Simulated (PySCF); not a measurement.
# Sn(NCO)Me3: geometry, NMR shifts and electronic excitations

What NMR shifts and electronic excitations should Sn(NCO)Me3 (`[CH3][Sn]([CH3])([CH3])[N]=C=O`) show?

Programs: PySCF 2.14.0, with density-fitted response routines of our own. Each step states its level of theory. These are calculated values for one molecule in the gas phase, unless marked as measured. Atoms count from 0, in the outputs and in this text.

## Step 1: Starting geometry

16 atoms, charge 0, multiplicity 1; geometry from: GFN2-xTB. The atoms were then displaced at random by about 0.03 Å, so the start is not that level's minimum.

Bonds of the start (Å): Sn0–N1 1.99, Sn0–C4 2.13, Sn0–C8 2.29, Sn0–C12 2.19, N1–C2 1.16, C2–O3 1.19, C4–H5 1.06, C4–H6 1.11, C4–H7 1.14, C8–H9 1.11, C8–H10 1.04, C8–H11 1.05, C12–H13 1.08, C12–H14 1.18, C12–H15 1.03.

## Step 2: Geometry optimisation at PBE0-D3(BJ)/def2-SVP

What the job is given:

```
{"job": {"xc": "PBE0", "basis": "def2-SVP", "d3": "d3bj", "grid": 1, "maxiter": 40, "shake": 0.03, "kind": "geom"}, "charge": 0, "multiplicity": 1}
Sn     0.063130    -0.076380    -0.178340
N     -0.012730    -0.014380     1.813850
C     -0.064920    -0.006520     2.977510
O      0.088560     0.008640     4.153310
C      2.127950    -0.021340    -0.710710
H      2.263090    -0.094380    -1.756080
H      2.651930    -0.832550    -0.170540
H      2.635250     0.945200    -0.368430
C     -1.071200     1.867070    -0.613280
H     -1.052250     2.020420    -1.710440
H     -0.621610     2.675600    -0.135880
H     -2.079240     1.777450    -0.323560
C     -1.152630    -1.818720    -0.701770
H     -2.088370    -1.835350    -0.169060
H     -0.516100    -2.736430    -0.317350
H     -1.205220    -1.892290    -1.722810
```

On the command line:

```console
> OMP_NUM_THREADS=1 python probes_run.py task.json out
```

This one command runs all jobs of the session in turn.

Standard output:

```text
step   0  E = -501.58383851  max force = 0.080710
step   1  E = -501.61033967  max force = 0.010242
step   2  E = -501.61206040  max force = 0.008150
step   3  E = -501.61261709  max force = 0.002599
step   4  E = -501.61268312  max force = 0.000738
step   5  E = -501.61270397  max force = 0.000623
step   6  E = -501.61271747  max force = 0.000582
step   7  E = -501.61272152  max force = 0.000263
optimisation converged
```

Run time: 1.7 min. Hardware: 1 thread of Arm Neoverse V1, shared host; peak memory 0.61 GiB.

Step by step:

| step | energy from step 0 (eV) | largest force component (eV/Å) |
| --- | --- | --- |
| 0 | 0.0000 | 4.1503 |
| 1 | -0.7211 | 0.5267 |
| 2 | -0.7680 | 0.4191 |
| 3 | -0.7831 | 0.1336 |
| 4 | -0.7849 | 0.0379 |
| 5 | -0.7855 | 0.0320 |
| 6 | -0.7858 | 0.0299 |
| 7 | -0.7859 | 0.0135 |

Close pairs (by a distance rule), those that changed most:

| bond | before (Å) | after (Å) | change (Å) |
| --- | --- | --- | --- |
| Sn0–C8 | 2.292 | 2.141 | -0.151 |
| C12–H14 | 1.181 | 1.099 | -0.082 |
| C12–H15 | 1.025 | 1.099 | +0.074 |
| C8–H10 | 1.041 | 1.099 | +0.058 |
| Sn0–N1 | 1.995 | 2.043 | +0.048 |
| Sn0–C12 | 2.188 | 2.141 | -0.047 |
| C8–H11 | 1.053 | 1.099 | +0.046 |
| C4–H7 | 1.144 | 1.099 | -0.045 |

The next job starts from the end point, and lists it.

| at the end point | value |
| --- | --- |
| rotational constants (GHz, main isotopes) | 2.367, 0.903, 0.903 |
| dipole moment (D) | 4.86 |

## Step 3: NMR shieldings: PBE0/def2-TZVP+pcSseg-1

What the job is given:

```
{"job": {"kind": "nmr", "xc": "PBE0", "basis": {"default": "pcSseg-1", "Sn": "def2-TZVP"}}, "charge": 0, "multiplicity": 1}
Sn    -0.001180     0.003405    -0.147512
N      0.032420     0.001053     1.895296
C      0.026232    -0.029953     3.089974
O      0.024083    -0.057821     4.265798
C      2.062340    -0.004166    -0.717386
H      2.159553    -0.119011    -1.806555
H      2.574715    -0.840451    -0.221679
H      2.539585     0.937353    -0.412297
C     -1.036601     1.803730    -0.667228
H     -1.016853     1.956236    -1.755903
H     -0.550635     2.658841    -0.176975
H     -2.081358     1.746662    -0.331615
C     -1.052123    -1.787308    -0.670956
H     -2.043492    -1.782771    -0.196636
H     -0.493054    -2.665225    -0.318755
H     -1.177990    -1.854535    -1.761155
```

Method: GIAO PBE0/pcSseg-1 Sn:def2-TZVP NMR shielding, scalar relativity only through core potentials, gas phase.

Standard output:

```text
coarse grid: 61296 points
cycle   1  E = -500.1415202095  dE = -3.479e+01  |g| = 2.857e+00  |ddm| = 3.136e+01
cycle   2  E = -498.0274582504  dE =  2.114e+00  |g| = 4.791e+00  |ddm| = 9.008e+00
cycle   3  E = -501.6629685771  dE = -3.636e+00  |g| = 8.292e-01  |ddm| = 5.384e+00
cycle   4  E = -501.6027931024  dE =  6.018e-02  |g| = 9.817e-01  |ddm| = 1.084e+00
cycle   5  E = -501.7987040430  dE = -1.959e-01  |g| = 4.849e-02  |ddm| = 5.979e-01
cycle   6  E = -501.7991030856  dE = -3.990e-04  |g| = 3.307e-02  |ddm| = 8.423e-02
cycle   7  E = -501.7993005593  dE = -1.975e-04  |g| = 1.085e-02  |ddm| = 2.485e-02
cycle   8  E = -501.7993233150  dE = -2.276e-05  |g| = 1.135e-03  |ddm| = 9.238e-03
cycle   9  E = -501.7993235558  dE = -2.408e-07  |g| = 4.535e-04  |ddm| = 1.408e-03
final grid: 129424 points
cycle  10  E = -501.7993438764  dE =  1.050e-09  |g| = 5.371e-04  |ddm| = 1.336e-03
cycle  11  E = -501.7993438297  dE =  4.672e-08  |g| = 7.051e-04  |ddm| = 9.563e-04
cycle  12  E = -501.7993439426  dE = -1.129e-07  |g| = 1.744e-04  |ddm| = 5.491e-04
cycle  13  E = -501.7993439487  dE = -6.052e-09  |g| = 9.022e-06  |ddm| = 1.035e-04
cycle  14  E = -501.7993439487  dE = -2.069e-11  |g| = 3.217e-06  |ddm| = 1.042e-05
converged SCF energy = -501.7993439487

GIAO shielding tensors (ppm)
atom      isotropic    diamagn.    paramagn.     s11        s22        s33       span
  0 Sn         nan         nan         nan        nan        nan        nan        nan
  1 N      225.931     333.979    -108.048    166.142    166.500    345.151    179.009
  2 C       55.130     262.653    -207.523    -58.092    -58.010    281.491    339.584
  3 O      211.382     401.598    -190.216    122.310    122.618    389.219    266.910
  4 C      187.935     252.655     -64.720    179.610    189.317    194.877     15.268
  5 H       31.242      29.530       1.711     25.657     27.940     40.127     14.471
  6 H       30.788      29.783       1.004     25.224     28.047     39.093     13.869
  7 H       30.767      29.749       1.018     25.183     28.013     39.106     13.923
  8 C      187.865     252.671     -64.805    179.761    188.985    194.851     15.090
  9 H       31.232      29.530       1.702     25.651     27.940     40.105     14.454
 10 H       30.784      29.765       1.019     25.235     28.026     39.091     13.856
 11 H       30.767      29.774       0.993     25.180     28.015     39.107     13.927
 12 C      187.804     252.696     -64.892    179.527    189.101    194.784     15.257
 13 H       30.783      29.829       0.954     25.244     28.024     39.080     13.836
 14 H       30.759      29.809       0.951     25.205     28.001     39.072     13.868
 15 H       31.233      29.548       1.685     25.662     27.913     40.123     14.461
```

Wall time 37 s (1 thread of Arm Neoverse V1, shared host); peak memory 1 GiB.

Shifts follow as δ = σ(reference) − σ, with reference shieldings (ppm) from runs at the same level and on the same kind of geometry: 1H TMS 31.27, 13C TMS 184.4, 15N NH3 265.7, 17O H2O 334.6. The references are single molecules in the gas phase, so shifts against H2O, NH3, PH3, H3PO4 or CFCl3 are not on the usual liquid scales and can be off by tens of ppm. Atoms listed in one row are averaged.

| atoms | environment | σ (ppm) | δ (ppm) |
| --- | --- | --- | --- |
| C2 | carbon bonded to N, O | 55.1 | 129.3 |
| C4, C8, C12 | carbon bonded to Sn, 3 H | 187.9 | -3.5 |
| H5, H6, H7, H9, H10 and 4 more | hydrogen on a carbon bonded to Sn | 30.93 | 0.34 |
| N1 | nitrogen bonded to C, Sn | 225.9 | 39.7 |
| O3 | oxygen bonded to C | 211.4 | 123.2 |

Atoms past Kr carry core potentials, so their printed shieldings have no meaning and are left out of the table.

Charges from the same density, by scheme (e):

| atoms | Mulliken | ESP fit |
| --- | --- | --- |
| Sn0 | 0.78 | 1.17 |
| N1 | -0.76 | -0.73 |
| C2 | 0.56 | 0.68 |
| O3 | -0.38 | -0.46 |
| C4, C8, C12 | -0.53 | -0.80 |

Mayer bond orders: Sn0–N1 0.61, Sn0–C4 1.03, Sn0–C8 1.03, Sn0–C12 1.03, N1–C2 2.08, C2–O3 1.99.

With diffuse functions Mulliken charges and Mayer bond orders lose their meaning; the other schemes are steadier.

Orbitals, density, ELF and potential are computed afterwards from the orbital file.

Frontier orbitals at PBE0/def2-TZVP+pcSseg-1, with the share of their density that lies nearest to each atom:

| orbital | energy (eV) | lies on |
| --- | --- | --- |
| HOMO | -7.63 | N1 41 %; O3 28 %; C4 9 % |
| LUMO | 0.23 | Sn0 15 %; H5, H9, H15 about 10 % each; C4, C8, C12 about 8 % each |

ELF in a plane through or near 5 of the atoms.

Values, 10 rows by 14 columns:
```
0.00 0.00 0.00 0.00 0.00 0.00 0.00 0.00 0.00 0.00 0.00 0.00 0.00 0.00
0.00 0.00 0.00 0.00 0.00 0.00 0.00 0.00 0.00 0.00 0.00 0.00 0.00 0.00
0.00 0.00 0.00 0.00 0.00 0.01 0.66 0.80 0.00 0.00 0.00 0.00 0.00 0.00
0.00 0.00 0.00 0.00 0.03 0.14 0.30 0.18 0.01 0.12 0.01 0.07 0.01 0.00
0.00 0.00 0.00 0.00 0.00 0.09 0.23 0.26 0.71 0.77 0.55 0.83 0.51 0.00
0.00 0.00 0.00 0.00 0.00 0.09 0.51 0.78 0.84 0.67 0.26 0.70 0.62 0.00
0.00 0.00 0.00 0.00 0.01 0.16 0.67 0.47 0.07 0.33 0.05 0.23 0.05 0.00
0.00 0.00 0.00 0.00 0.03 0.30 0.84 0.98 0.06 0.00 0.00 0.00 0.00 0.00
0.00 0.00 0.00 0.00 0.00 0.02 0.69 0.94 0.02 0.00 0.00 0.00 0.00 0.00
0.00 0.00 0.00 0.00 0.00 0.00 0.00 0.00 0.00 0.00 0.00 0.00 0.00 0.00
```
The map spans 13.7 Å across and 10.6 Å up, centred on the molecule. Atoms in the plane (x, y in Å): Sn0 (-0.2, 0.0), N1 (1.9, 0.1), C2 (3.1, 0.1), O3 (4.3, 0.2), H14 (-0.2, -2.7).

On the surface of density 0.002 e/bohr³ the electrostatic potential runs, from the 1st to the 99th percentile, from -1.64 V near O3 to 1.50 V near H5.

## Step 4: Ultraviolet spectrum: B3LYP/def2-SVPD

Same as in step 3 but for these lines:

```diff
@@ -1,2 +1,2 @@
-{"job": {"kind": "nmr", "xc": "PBE0", "basis": {"default": "pcSseg-1", "Sn": "def2-TZVP"}}, "charge": 0, "multiplicity": 1}
+{"job": {"kind": "uv", "xc": "B3LYP", "basis": "def2-SVPD", "ip": true, "nstates": 10}, "charge": 0, "multiplicity": 1}
 Sn    -0.001180     0.003405    -0.147512
```

Method: TDDFT B3LYP/def2-SVPD, vertical, gas phase, core orbitals frozen in the response.

Standard output:

```text
coarse grid: 61296 points
cycle   1  E = -499.8840822665  dE = -2.116e+01  |g| = 3.082e+00  |ddm| = 1.708e+01
cycle   2  E = -466.4576079159  dE =  3.343e+01  |g| = 1.158e+01  |ddm| = 2.853e+02
cycle   3  E = -501.9003798550  dE = -3.544e+01  |g| = 7.684e-01  |ddm| = 2.873e+02
cycle   4  E = -501.8769010759  dE =  2.348e-02  |g| = 8.914e-01  |ddm| = 1.609e+00
cycle   5  E = -502.0215597414  dE = -1.447e-01  |g| = 1.256e-01  |ddm| = 7.367e-01
cycle   6  E = -502.0229576423  dE = -1.398e-03  |g| = 9.131e-02  |ddm| = 1.994e-01
cycle   7  E = -502.0247188627  dE = -1.761e-03  |g| = 1.604e-02  |ddm| = 8.574e-02
cycle   8  E = -502.0247783906  dE = -5.953e-05  |g| = 3.375e-03  |ddm| = 2.778e-02
cycle   9  E = -502.0247812467  dE = -2.856e-06  |g| = 7.514e-04  |ddm| = 7.962e-03
final grid: 129424 points
cycle  10  E = -502.0247744800  dE =  3.279e-07  |g| = 1.603e-03  |ddm| = 9.277e-03
cycle  11  E = -502.0247714560  dE =  3.024e-06  |g| = 4.136e-03  |ddm| = 4.662e-03
cycle  12  E = -502.0247750365  dE = -3.581e-06  |g| = 2.528e-04  |ddm| = 3.101e-03
cycle  13  E = -502.0247750523  dE = -1.577e-08  |g| = 4.206e-05  |ddm| = 4.492e-04
cycle  14  E = -502.0247750527  dE = -4.128e-10  |g| = 6.663e-06  |ddm| = 4.987e-05
converged SCF energy = -502.0247750527

Static polarisability (au): isotropic 98.740, principal 92.231 92.305 111.684

Singlet excitations
state   eV       nm        f      main configurations
  1   6.2912    197.1   0.05042   H->L 0.97
  2   6.2921    197.0   0.05073   H-1->L 0.97
  3   6.8357    181.4   0.00325   H->L+1 0.80, H-1->L+1 0.10
  4   6.8367    181.4   0.00244   H-1->L+1 0.80, H->L+1 0.10
  5   7.0126    176.8   0.00000   H->L+2 0.28, H-1->L+3 0.27, H->L+3 0.17
  6   7.0619    175.6   0.01646   H-1->L+2 0.47, H->L+3 0.40
  7   7.0671    175.4   0.02110   H-1->L+3 0.44, H->L+2 0.44
  8   7.2746    170.4   0.04879   H-2->L 0.78, H-3->L 0.10
  9   7.2757    170.4   0.04835   H-3->L 0.77, H-2->L 0.10
 10   7.3415    168.9   0.15320   H-1->L+2 0.32, H->L+3 0.32, H->L+2 0.17

Triplet excitations (Tamm-Dancoff, eV): 6.0322 6.0337 6.5320 6.5495
Vertical ionisation energy (delta-SCF) = 9.4479 eV
```

Run time: 3.6 min. Hardware: 1 thread of Arm Neoverse V1, shared host; peak memory 1.1 GiB.

Frontier orbitals and where they lie:

| orbital | eV | atoms |
| --- | --- | --- |
| HOMO−3 | -8.52 | C12 24 %, Sn0 17 %, C4 14 % |
| HOMO−2 | -8.52 | C8 24 %, Sn0 17 %, C4 14 % |
| HOMO−1 | -7.47 | N1 35 %, O3 25 %, C2 13 % |
| HOMO | -7.47 | N1 35 %, O3 25 %, C2 13 % |
| LUMO | -0.50 | Sn0 34 %, C12 10 %, C8 10 % |
| LUMO+1 | 0.38 | Sn0 29 %, C2 24 %, N1 9 % |
| LUMO+2 | 0.48 | C8 19 %, Sn0 14 %, C12 8 % |

With each of the 10 states as a Gaussian band of 0.4 eV half-width at 1/e, the curve within the window shown has maxima at 196 nm (ε 4,200), 170 nm (ε 11,000) L/(mol cm). Beyond the last state computed it falls off for lack of states. The curve at chosen wavelengths:

nm, ε (L/mol/cm) and a bar:
```
      162       5429 ##############
      164       7575 ####################
      166       9497 #########################
      169      11116 ##############################
      171      11072 ##############################
      173      10210 ###########################
      175       8804 #######################
      177       7192 ###################
      180       5022 #############
      182       4007 ##########
      184       3410 ########
      186       3197 ########
      188       3279 ########
      191       3688 #########
      193       3974 ##########
      195       4156 ##########
      197       4178 ##########
      199       4021 ##########
      202       3498 #########
      204       3024 #######
      206       2511 ######
      208       2008 ####
      210       1548 ###
      213        985 #
      215        700 #
      217        484
```

Leading natural transition orbitals of singlet state 10: the hole lies on N1 34 %; O3 23 %; C8 12 %; the particle on H6, H11 about 16 % each; H5, H9, H10 about 10 % each; H7, H14 about 7 % each.

Leading natural transition orbitals of singlet state 1: the hole lies on N1 40 %; O3 27 %; C4 10 %; the particle on H5, H9, H15 about 10 % each; 6 H atoms about 7 % each.

Further results of this job:

| property | computed |
| --- | --- |
| dipole moment (D) | 5.05 |
| polarisability (Å³) | 14.63 |
| HOMO–LUMO gap (eV) | 6.98 |
| −ε(HOMO) (eV) | 7.47 |

## Step 5: NMR shieldings: wB97X-D/def2-TZVP+pcSseg-1

Same as in step 4 but for these lines:

```diff
@@ -1,2 +1,2 @@
-{"job": {"kind": "uv", "xc": "B3LYP", "basis": "def2-SVPD", "ip": true, "nstates": 10}, "charge": 0, "multiplicity": 1}
+{"job": {"kind": "nmr", "xc": "wB97X-D", "basis": {"default": "pcSseg-1", "Sn": "def2-TZVP"}, "pop": false}, "charge": 0, "multiplicity": 1}
 Sn    -0.001180     0.003405    -0.147512
```

With the program's defaults for keys left out, this is: GIAO wB97X-D/pcSseg-1 Sn:def2-TZVP NMR shielding, scalar relativity only through core potentials, gas phase.

Standard output:

```text
coarse grid: 61296 points
cycle   1  E = -500.7742645569  dE = -3.511e+01  |g| = 2.603e+00  |ddm| = 3.144e+01
cycle   2  E = -500.7426019960  dE =  3.166e-02  |g| = 2.968e+00  |ddm| = 6.508e+00
cycle   3  E = -502.0724712361  dE = -1.330e+00  |g| = 4.219e-01  |ddm| = 2.546e+00
cycle   4  E = -502.0819031970  dE = -9.432e-03  |g| = 3.615e-01  |ddm| = 4.375e-01
cycle   5  E = -502.1065240675  dE = -2.462e-02  |g| = 5.192e-02  |ddm| = 2.212e-01
cycle   6  E = -502.1070029759  dE = -4.789e-04  |g| = 1.542e-02  |ddm| = 3.928e-02
cycle   7  E = -502.1070472978  dE = -4.432e-05  |g| = 2.295e-03  |ddm| = 1.170e-02
cycle   8  E = -502.1070491709  dE = -1.873e-06  |g| = 5.191e-04  |ddm| = 5.766e-03
final grid: 129424 points
cycle   9  E = -502.1040581670  dE = -1.022e-05  |g| = 1.560e-03  |ddm| = 1.605e-02
cycle  10  E = -502.1040583118  dE = -1.449e-07  |g| = 1.164e-03  |ddm| = 2.779e-03
cycle  11  E = -502.1040584912  dE = -1.793e-07  |g| = 1.155e-04  |ddm| = 1.296e-03
cycle  12  E = -502.1040584929  dE = -1.702e-09  |g| = 7.976e-05  |ddm| = 1.049e-04
cycle  13  E = -502.1040584939  dE = -1.065e-09  |g| = 2.210e-05  |ddm| = 5.573e-05
cycle  14  E = -502.1040584940  dE = -1.050e-10  |g| = 6.778e-06  |ddm| = 2.186e-05
converged SCF energy = -502.1040584940

GIAO shielding tensors (ppm)
atom      isotropic    diamagn.    paramagn.     s11        s22        s33       span
  0 Sn         nan         nan         nan        nan        nan        nan        nan
  1 N      228.176     333.487    -105.311    168.421    168.749    347.359    178.938
  2 C       53.342     262.663    -209.321    -60.866    -60.782    281.674    342.540
  3 O      215.906     402.159    -186.254    127.705    128.005    392.007    264.301
  4 C      188.825     252.146     -63.321    181.208    191.040    194.229     13.021
  5 H       31.376      29.563       1.813     25.791     28.064     40.273     14.483
  6 H       30.924      29.850       1.075     25.358     28.181     39.234     13.875
  7 H       30.905      29.809       1.096     25.323     28.146     39.246     13.923
  8 C      188.757     252.168     -63.411    181.347    190.721    194.203     12.856
  9 H       31.368      29.564       1.804     25.787     28.065     40.251     14.464
 10 H       30.921      29.833       1.088     25.370     28.160     39.232     13.862
 11 H       30.905      29.837       1.068     25.320     28.148     39.246     13.926
 12 C      188.709     252.198     -63.490    181.139    190.847    194.141     13.002
 13 H       30.920      29.898       1.023     25.381     28.159     39.222     13.841
 14 H       30.898      29.874       1.025     25.345     28.135     39.214     13.869
 15 H       31.368      29.583       1.785     25.798     28.038     40.269     14.471
```

Run time: 37 s. Hardware: 1 thread of Arm Neoverse V1, shared host; peak memory 1.1 GiB.

Key values: δ C2 131.2, C4 -4.2, N1 35.8, O3 117.3, H5 0.32 ppm (means over like atoms).

## Step 6: Run by run: NMR shifts

Shifts (ppm), means over like atoms, with basis size and wall time:

| run | C2 | C4 | H5 | N1 | O3 | functions | time |
| --- | --- | --- | --- | --- | --- | --- | --- |
| PBE0/def2-TZVP+pcSseg-1 | 129.3 | -3.5 | 0.34 | 39.7 | 123.2 | 197 | 37 s |
| wB97X-D/def2-TZVP+pcSseg-1 | 131.2 | -4.2 | 0.32 | 35.8 | 117.3 | 197 | 37 s |

## Step 7: Results

```
                                                                         quantity                         value
                                             rotational constants (main isotopes)          2.37, 0.90, 0.90 GHz
13C shifts against TMS (PBE0/def2-TZVP+pcSseg-1, means over atoms taken as alike)               129.3, -3.5 ppm
 1H shifts against TMS (PBE0/def2-TZVP+pcSseg-1, means over atoms taken as alike)                      0.34 ppm
                                 15N shifts against NH3 (PBE0/def2-TZVP+pcSseg-1)                      39.7 ppm
                                 17O shifts against H2O (PBE0/def2-TZVP+pcSseg-1)                     123.2 ppm
                                            surface potential, 1st and 99th percentile            -1.64 V and 1.50 V
                                                 lowest singlet (B3LYP/def2-SVPD)   6.29 eV (197 nm), f = 0.050
                                         brightest single state of those computed  state 10, 7.34 eV, f = 0.153
                                                                   lowest triplet                       6.03 eV
                                                vertical ionisation energy (ΔSCF)                       9.45 eV
                                                         range of the shift of O3            117.3 to 123.2 ppm
```

**Reading.** The start was shaken at random, so part of the energy gained undoes that. The optimisation took 7 steps and gained 0.786 eV; among the close pairs (by a distance rule), Sn0–C8 changed most, from 2.292 to 2.141 Å. No frequency check was run at this level, so the end point may be a saddle. At PBE0/def2-TZVP+pcSseg-1: The largest span, 340 ppm, is at C2, where the paramagnetic term is -208 ppm. The lowest singlet, at 6.29 eV, is HOMO→LUMO 0.97 and is bright; of the 10 states computed, the strongest absorption comes from state 10 at 7.34 eV (the last computed, so partners may be missing). The lowest triplet lies 0.26 eV below the lowest singlet (triplets in Tamm-Dancoff, singlets in full TDDFT). Spin-orbit coupling, left out, mixes singlets and triplets in elements this heavy. The orbital energy would give 7.47 eV for ionisation, ΔSCF gives 9.45 eV. Across the 2 runs the shift of O3 moves most, between 117.3 (wB97X-D/def2-TZVP+pcSseg-1) and 123.2 ppm (PBE0/def2-TZVP+pcSseg-1). Spin-orbit coupling is left out, which matters for shieldings and couplings at and beside the heavy atoms.
